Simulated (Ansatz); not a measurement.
Here is an Ansatz 0.2.0 calculation.

Contents of input.yaml:

```yaml
crystal:
  lattice:
    - [4.806367, 0.0, 0.0]
    - [0.0, 4.806367, 0.0]
    - [0.0, 0.0, 4.806367]
  atoms:
    - { symbol: Sb, position: [0.5, 0.5, 0.0] }
    - { symbol: Sb, position: [0.0, 0.5, 0.5] }
    - { symbol: Sb, position: [0.5, 0.0, 0.5] }
    - { symbol: In, position: [0.0, 0.0, 0.0] }
kpoints:
  mp_grid: { grid: [6, 6, 6] }
scf:
  occupations: { method: fermi_dirac, width: 0.05 }
hamiltonian:
  xc: pbesol
  pseudopotentials: { kind: all_electron, lapw: { basis_error: 0.002 } }
output: {}
phonons:
  method: fd
  supercell: [1, 1, 1]
```

Potentials or basis: all-electron LAPW, scalar-relativistic.

The run is started by

```bash
$ ansatz run input.yaml --threads 2 --pin off --max-ram 8192MiB --backend cpu --events-out ev --progress --plain --runs-dir out
```

**Question.** Estimate the highest phonon frequency at Γ.

**Answer.** 77 cm⁻¹.

**Question.** What does it give for the most unstable mode?

**Answer.** 41i cm⁻¹.

**Question.** What does it give for the band gap on the k mesh?

**Answer.** None (metal or under the smearing width).

Phonon frequencies in cm⁻¹ (negative: imaginary):
| q point | frequencies |
| --- | --- |
| (0.000, 0.000, 0.000) | -41 -41 -41 -38 -38 -38 0 0 0 77 77 77 |

Caveat: a metal's response needs a denser mesh; some modes are imaginary. Spin-orbit coupling is left out, which matters for the levels of Sb.
